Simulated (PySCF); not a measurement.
**Cd²⁴⁺, Cd²⁵⁺: ionisation energy in even-tempered 19s12p8d4f3g**

Aim: the ionisation energy of cadmium from differences of total energies, at each level of theory, and how far each lands from the tabulated value where there is one.

The numbers are computed with PySCF 2.14.0 (unrestricted determinants in a Gaussian basis, no spin-orbit coupling in the energies), except any that are marked as measured or tabulated.

## (1) Starting point

- Element: cadmium (Z = 48)
- Basis: an even-tempered Gaussian basis (19 s from 2.9 bohr⁻², ratio 2.5; 12 p from 3.8 bohr⁻², ratio 2.5; 8 d from 3.8 bohr⁻², ratio 2.5; 4 f from 16 bohr⁻², ratio 2.7; 3 g from 24 bohr⁻², ratio 2.7)
- Hamiltonian: the spin-free X2C one-electron Hamiltonian (Gaussian nucleus)
- State 1: Cd²⁴⁺: [Ar] 3d6, high-spin 5D determinant
- State 2: Cd²⁵⁺: [Ar] 3d5, high-spin 6S determinant
- Methods: UHF, LDA, PBE, PBE0, r2SCAN, TPSS, MN15, MP2
- Core shells frozen in the correlated runs: outer shells: [Ne] (for Cd²⁴⁺)

The outer shells:

Cd24+ [Ar] 3d6
```
[Ar] core
3d [↑↓][↑ ][↑ ][↑ ][↑ ]
```

Cd25+ [Ar] 3d5
```
[Ar] core
3d [↑ ][↑ ][↑ ][↑ ][↑ ]
```

One driver process ran all states and methods and kept the integrals in memory. Each run is shown as a PySCF script that sums up its settings (the driver passes frozen orbitals as a list and adds second-order terms of double hybrids); the logs are those of the runs themselves. The driver starts from symmetry-adapted Hartree-Fock orbitals, holds the occupation by maximum overlap and uses a logarithmic radial grid for functionals, so a plain start would take other cycles.

The integrals over 150 functions and the set-up took 0.98 s of CPU time.

## (2) Cd²⁴⁺: the ladder of methods

UHF:

input.py

```python
from pyscf import gto, scf, dft, mp, cc
mol = gto.M(atom="Cd 0 0 0", charge=24, spin=4, symmetry="D2h",
            basis=gto.etbs([(0, 19, 2.9, 2.5), (1, 12, 3.8, 2.5), (2, 8, 3.8, 2.5), (3, 4, 16, 2.7), (4, 3, 24, 2.7)]),
            nucmod="G")
mf = scf.UHF(mol).sfx2c1e()
mf.irrep_nelec = {'Ag': (5, 3), 'B1g': (1, 1), 'B2g': (1, 0), 'B3g': (1, 0), 'B1u': (2, 2), 'B2u': (2, 2), 'B3u': (2, 2)}
mf.kernel()
```

Log:

```text
damping factor = 0
level_shift factor = 0
DIIS = <class 'pyscf.scf.diis.CDIIS'>
diis_start_cycle = 1
diis_space = 10
diis_damp = 0
SCF conv_tol = 1e-09
SCF conv_tol_grad = None
number electrons alpha = 14  beta = 10
cycle= 1 E= -5267.93253052542  delta_E= -0.00709  |g|= 0.036  |ddm|= 0.0129
cycle= 2 E= -5267.932555192  delta_E= -2.47e-05  |g|= 0.00285  |ddm|= 0.00101
cycle= 3 E= -5267.93255544503  delta_E= -2.53e-07  |g|= 0.000205  |ddm|= 0.000144
cycle= 4 E= -5267.93255544745  delta_E= -2.42e-09  |g|= 1.46e-05  |ddm|= 1.7e-05
cycle= 5 E= -5267.93255544745  delta_E= -6.37e-12  |g|= 1.15e-06  |ddm|= 1.17e-06
converged SCF energy = -5267.93255544745  <S^2> = 6.0005053  2S+1 = 5.0002021
```

It used 13 s of CPU time after the integrals (shared host).

The occupied shells:

```
shell  electrons  mean orbital energy (eV)  spread (eV)  rms radius (bohr)
 1s α          1                  -27763.3            0             0.0348
 1s β          1                  -27763.0            0             0.0348
 2s α          1                   -4980.7            0              0.142
 2s β          1                   -4961.3            0              0.142
 2p α          3                   -4560.6        4.835              0.126
 2p β          3                   -4541.7        0.910              0.126
 3s α          1                   -1602.2            0              0.364
 3s β          1                   -1577.3            0              0.364
 3p α          3                   -1461.6        6.247              0.362
 3p β          3                   -1430.6        3.194              0.362
 3d α          5                   -1256.5        8.514              0.330
 3d β          1                   -1237.2            0              0.330
```

⟨S²⟩ = 6.001, ⟨L²⟩ = 6.00.

Spin-orbit constants on these orbitals (cm⁻¹; bare nucleus, screened nucleus, mean field): 3d 33020, 26140, 25510. To first order in LS coupling the lowest level has J = 4 and lies 3.16 eV below the centre of the term.

Spin-orbit coupling, absent here, splits the open shell strongly.

LDA:

input.py, as changed from the run before:

```diff
@@ -4,3 +4,3 @@
             nucmod="G")
-mf = scf.UHF(mol).sfx2c1e()
+mf = dft.UKS(mol, xc="LDA,VWN").sfx2c1e()
 mf.irrep_nelec = {'Ag': (5, 3), 'B1g': (1, 1), 'B2g': (1, 0), 'B3g': (1, 0), 'B1u': (2, 2), 'B2u': (2, 2), 'B3u': (2, 2)}
```

Log:

```text
damping factor = 0
level_shift factor = 0
DIIS = <class 'pyscf.scf.diis.CDIIS'>
diis_start_cycle = 1
diis_space = 10
diis_damp = 0
SCF conv_tol = 1e-09
SCF conv_tol_grad = None
number electrons alpha = 14  beta = 10
XC functionals = LDA,VWN
    P. A. M. Dirac.,  Math. Proc. Cambridge Philos. Soc. 26, 376 (1930)
    F. Bloch.,  Z. Phys. 57, 545 (1929)
    S. H. Vosko, L. Wilk, and M. Nusair.,  Can. J. Phys. 58, 1200 (1980)
cycle= 1 E= -5263.27456121006  delta_E= -0.0254  |g|= 0.0676  |ddm|= 0.0653
cycle= 2 E= -5263.27459138728  delta_E= -3.02e-05  |g|= 0.00796  |ddm|= 0.00183
cycle= 3 E= -5263.27459211413  delta_E= -7.27e-07  |g|= 0.00097  |ddm|= 0.000332
cycle= 4 E= -5263.27459212923  delta_E= -1.51e-08  |g|= 2.62e-05  |ddm|= 4.71e-05
cycle= 5 E= -5263.27459212925  delta_E= -2.18e-11  |g|= 3.17e-07  |ddm|= 1.25e-06
converged SCF energy = -5263.27459212925  <S^2> = 6.000121  2S+1 = 5.0000484
```

CPU time 0.91 s on a shared host, the integrals not counted.

PBE:

input.py, as changed from the run before:

```diff
@@ -4,3 +4,3 @@
             nucmod="G")
-mf = dft.UKS(mol, xc="LDA,VWN").sfx2c1e()
+mf = dft.UKS(mol, xc="PBE").sfx2c1e()
 mf.irrep_nelec = {'Ag': (5, 3), 'B1g': (1, 1), 'B2g': (1, 0), 'B3g': (1, 0), 'B1u': (2, 2), 'B2u': (2, 2), 'B3u': (2, 2)}
```

Log:

```text
damping factor = 0
level_shift factor = 0
DIIS = <class 'pyscf.scf.diis.CDIIS'>
diis_start_cycle = 1
diis_space = 10
diis_damp = 0
SCF conv_tol = 1e-09
SCF conv_tol_grad = None
number electrons alpha = 14  beta = 10
XC functionals = PBE
    J. P. Perdew, K. Burke, and M. Ernzerhof.,  Phys. Rev. Lett. 77, 3865 (1996)
    J. P. Perdew, K. Burke, and M. Ernzerhof.,  Phys. Rev. Lett. 78, 1396 (1997)
    J. P. Perdew, K. Burke, and M. Ernzerhof.,  Phys. Rev. Lett. 77, 3865 (1996)
    J. P. Perdew, K. Burke, and M. Ernzerhof.,  Phys. Rev. Lett. 78, 1396 (1997)
cycle= 1 E= -5268.78655378352  delta_E= -0.0169  |g|= 0.0339  |ddm|= 0.0501
cycle= 2 E= -5268.786569773  delta_E= -1.6e-05  |g|= 0.00254  |ddm|= 0.00122
cycle= 3 E= -5268.78656986318  delta_E= -9.02e-08  |g|= 0.000102  |ddm|= 7.95e-05
cycle= 4 E= -5268.78656986333  delta_E= -1.46e-10  |g|= 2.16e-05  |ddm|= 5.24e-06
converged SCF energy = -5268.78656986333  <S^2> = 6.0001497  2S+1 = 5.0000599
```

It used 1.1 s of CPU time after the integrals (shared host).

PBE0:

input.py, as changed from the run before:

```diff
@@ -4,3 +4,3 @@
             nucmod="G")
-mf = dft.UKS(mol, xc="PBE").sfx2c1e()
+mf = dft.UKS(mol, xc="PBE0").sfx2c1e()
 mf.irrep_nelec = {'Ag': (5, 3), 'B1g': (1, 1), 'B2g': (1, 0), 'B3g': (1, 0), 'B1u': (2, 2), 'B2u': (2, 2), 'B3u': (2, 2)}
```

Log:

```text
damping factor = 0
level_shift factor = 0
DIIS = <class 'pyscf.scf.diis.CDIIS'>
diis_start_cycle = 1
diis_space = 10
diis_damp = 0
SCF conv_tol = 1e-09
SCF conv_tol_grad = None
number electrons alpha = 14  beta = 10
XC functionals = PBE0
    C. Adamo and V. Barone.,  J. Chem. Phys. 110, 6158 (1999)
    M. Ernzerhof and G. E. Scuseria.,  J. Chem. Phys. 110, 5029 (1999)
cycle= 1 E= -5268.88263437965  delta_E= -0.0113  |g|= 0.0287  |ddm|= 0.0367
cycle= 2 E= -5268.88264449491  delta_E= -1.01e-05  |g|= 0.0017  |ddm|= 0.00104
cycle= 3 E= -5268.88264452886  delta_E= -3.39e-08  |g|= 0.00016  |ddm|= 5.65e-05
cycle= 4 E= -5268.88264452924  delta_E= -3.81e-10  |g|= 2.62e-05  |ddm|= 8.24e-06
converged SCF energy = -5268.88264452924  <S^2> = 6.0002135  2S+1 = 5.0000854
```

It used 2.9 s of CPU time after the integrals (shared host).

r2SCAN:

input.py, as changed from the run before:

```diff
@@ -4,3 +4,3 @@
             nucmod="G")
-mf = dft.UKS(mol, xc="PBE0").sfx2c1e()
+mf = dft.UKS(mol, xc="R2SCAN").sfx2c1e()
 mf.irrep_nelec = {'Ag': (5, 3), 'B1g': (1, 1), 'B2g': (1, 0), 'B3g': (1, 0), 'B1u': (2, 2), 'B2u': (2, 2), 'B3u': (2, 2)}
```

Log:

```text
damping factor = 0
level_shift factor = 0
DIIS = <class 'pyscf.scf.diis.CDIIS'>
diis_start_cycle = 1
diis_space = 10
diis_damp = 0
SCF conv_tol = 1e-09
SCF conv_tol_grad = None
number electrons alpha = 14  beta = 10
XC functionals = R2SCAN
    J. W. Furness, A. D. Kaplan, J. Ning, J. P. Perdew, and J. Sun.,  J. Phys. Chem. Lett. 11, 8208-8215 (2020)
    J. W. Furness, A. D. Kaplan, J. Ning, J. P. Perdew, and J. Sun.,  J. Phys. Chem. Lett. 11, 9248-9248 (2020)
    J. W. Furness, A. D. Kaplan, J. Ning, J. P. Perdew, and J. Sun.,  J. Phys. Chem. Lett. 11, 8208-8215 (2020)
    J. W. Furness, A. D. Kaplan, J. Ning, J. P. Perdew, and J. Sun.,  J. Phys. Chem. Lett. 11, 9248-9248 (2020)
cycle= 1 E= -5269.25239389134  delta_E= -0.0115  |g|= 0.0295  |ddm|= 0.0369
cycle= 2 E= -5269.25240446326  delta_E= -1.06e-05  |g|= 0.00174  |ddm|= 0.0009
cycle= 3 E= -5269.25240449829  delta_E= -3.5e-08  |g|= 6.35e-05  |ddm|= 4.25e-05
cycle= 4 E= -5269.25240449835  delta_E= -6e-11  |g|= 8.43e-06  |ddm|= 2.86e-06
converged SCF energy = -5269.25240449835  <S^2> = 6.0002811  2S+1 = 5.0001124
```

It used 2.3 s of CPU time after the integrals (shared host).

TPSS:

input.py, as changed from the run before:

```diff
@@ -4,3 +4,3 @@
             nucmod="G")
-mf = dft.UKS(mol, xc="R2SCAN").sfx2c1e()
+mf = dft.UKS(mol, xc="TPSS").sfx2c1e()
 mf.irrep_nelec = {'Ag': (5, 3), 'B1g': (1, 1), 'B2g': (1, 0), 'B3g': (1, 0), 'B1u': (2, 2), 'B2u': (2, 2), 'B3u': (2, 2)}
```

Log:

```text
damping factor = 0
level_shift factor = 0
DIIS = <class 'pyscf.scf.diis.CDIIS'>
diis_start_cycle = 1
diis_space = 10
diis_damp = 0
SCF conv_tol = 1e-09
SCF conv_tol_grad = None
number electrons alpha = 14  beta = 10
XC functionals = TPSS
    J. Tao, J. P. Perdew, V. N. Staroverov, and G. E. Scuseria.,  Phys. Rev. Lett. 91, 146401 (2003)
    J. P. Perdew, J. Tao, V. N. Staroverov, and G. E. Scuseria.,  J. Chem. Phys. 120, 6898 (2004)
    J. Tao, J. P. Perdew, V. N. Staroverov, and G. E. Scuseria.,  Phys. Rev. Lett. 91, 146401 (2003)
    J. P. Perdew, J. Tao, V. N. Staroverov, and G. E. Scuseria.,  J. Chem. Phys. 120, 6898 (2004)
cycle= 1 E= -5269.16788712214  delta_E= -0.0115  |g|= 0.0359  |ddm|= 0.0399
cycle= 2 E= -5269.16790517033  delta_E= -1.8e-05  |g|= 0.00458  |ddm|= 0.0014
cycle= 3 E= -5269.16790549914  delta_E= -3.29e-07  |g|= 0.000627  |ddm|= 0.000222
cycle= 4 E= -5269.16790550502  delta_E= -5.88e-09  |g|= 1.86e-05  |ddm|= 2.87e-05
cycle= 5 E= -5269.16790550502  delta_E= -9.09e-13  |g|= 1.55e-07  |ddm|= 7.62e-07
converged SCF energy = -5269.16790550502  <S^2> = 6.0001841  2S+1 = 5.0000736
```

CPU time 2.8 s on a shared host, the integrals not counted.

MN15:

input.py, as changed from the run before:

```diff
@@ -4,3 +4,3 @@
             nucmod="G")
-mf = dft.UKS(mol, xc="TPSS").sfx2c1e()
+mf = dft.UKS(mol, xc="MN15").sfx2c1e()
 mf.irrep_nelec = {'Ag': (5, 3), 'B1g': (1, 1), 'B2g': (1, 0), 'B3g': (1, 0), 'B1u': (2, 2), 'B2u': (2, 2), 'B3u': (2, 2)}
```

Log:

```text
damping factor = 0
level_shift factor = 0
DIIS = <class 'pyscf.scf.diis.CDIIS'>
diis_start_cycle = 1
diis_space = 10
diis_damp = 0
SCF conv_tol = 1e-09
SCF conv_tol_grad = None
number electrons alpha = 14  beta = 10
XC functionals = MN15
    H. S. Yu, X. He, S. L. Li, and D. G. Truhlar.,  Chem. Sci. 7, 5032-5051 (2016)
    H. S. Yu, X. He, S. L. Li, and D. G. Truhlar.,  Chem. Sci. 7, 5032-5051 (2016)
cycle= 1 E= -5273.39434780261  delta_E= -0.338  |g|= 3.07  |ddm|= 0.18
cycle= 2 E= -5273.39553432994  delta_E= -0.00119  |g|= 0.251  |ddm|= 0.00913
cycle= 3 E= -5273.3955629696  delta_E= -2.86e-05  |g|= 0.0122  |ddm|= 0.0023
cycle= 4 E= -5273.3955641035  delta_E= -1.13e-06  |g|= 0.00163  |ddm|= 0.000505
cycle= 5 E= -5273.3955641395  delta_E= -3.6e-08  |g|= 4.93e-05  |ddm|= 7.68e-05
cycle= 6 E= -5273.39556413953  delta_E= -3.18e-11  |g|= 2.86e-06  |ddm|= 1.99e-06
converged SCF energy = -5273.39556413953  <S^2> = 6.0001684  2S+1 = 5.0000674
```

CPU time 5.8 s on a shared host, the integrals not counted.

MP2 (outer shells):

input.py, as changed from the run before:

```diff
@@ -4,4 +4,5 @@
             nucmod="G")
-mf = dft.UKS(mol, xc="MN15").sfx2c1e()
+mf = scf.UHF(mol).sfx2c1e()
 mf.irrep_nelec = {'Ag': (5, 3), 'B1g': (1, 1), 'B2g': (1, 0), 'B3g': (1, 0), 'B1u': (2, 2), 'B2u': (2, 2), 'B3u': (2, 2)}
 mf.kernel()
+mp.UMP2(mf, frozen=5).kernel()
```

The driver printed no log here.

It used 2 s of CPU time after the integrals (shared host).

With 14 electrons correlated, the MP2 correlation energy is -0.54034 hartree (-0.18328 same spin, -0.35706 opposite spin); the SCS form gives -0.48957. Largest pairs of shells: 3p-3d -0.2338, 3d-3d -0.1264, 3p-3p -0.0931, 3s-3p -0.0417, 3s-3d -0.0399.

Radial density 4πr²ρ of Cd²⁴⁺ at UHF, without picture-change correction:

```
r (bohr)   density  spin density
0.000558     0.739         0.000
0.000939      1.74         0.000
 0.00158      3.99         0.000
 0.00266      8.86         0.000
 0.00447      18.4        -0.001
 0.00751      34.4        -0.001
  0.0126      53.4        -0.002
  0.0213      62.0         0.000
  0.0358      53.9         0.031
  0.0601      61.4         0.374
   0.101      75.6         2.692
   0.170      45.5         9.952
   0.286      50.4        13.482
   0.481      17.0         3.707
   0.810     0.298         0.069
    1.36  0.000163         0.000
```

[end of part 1 of 2]
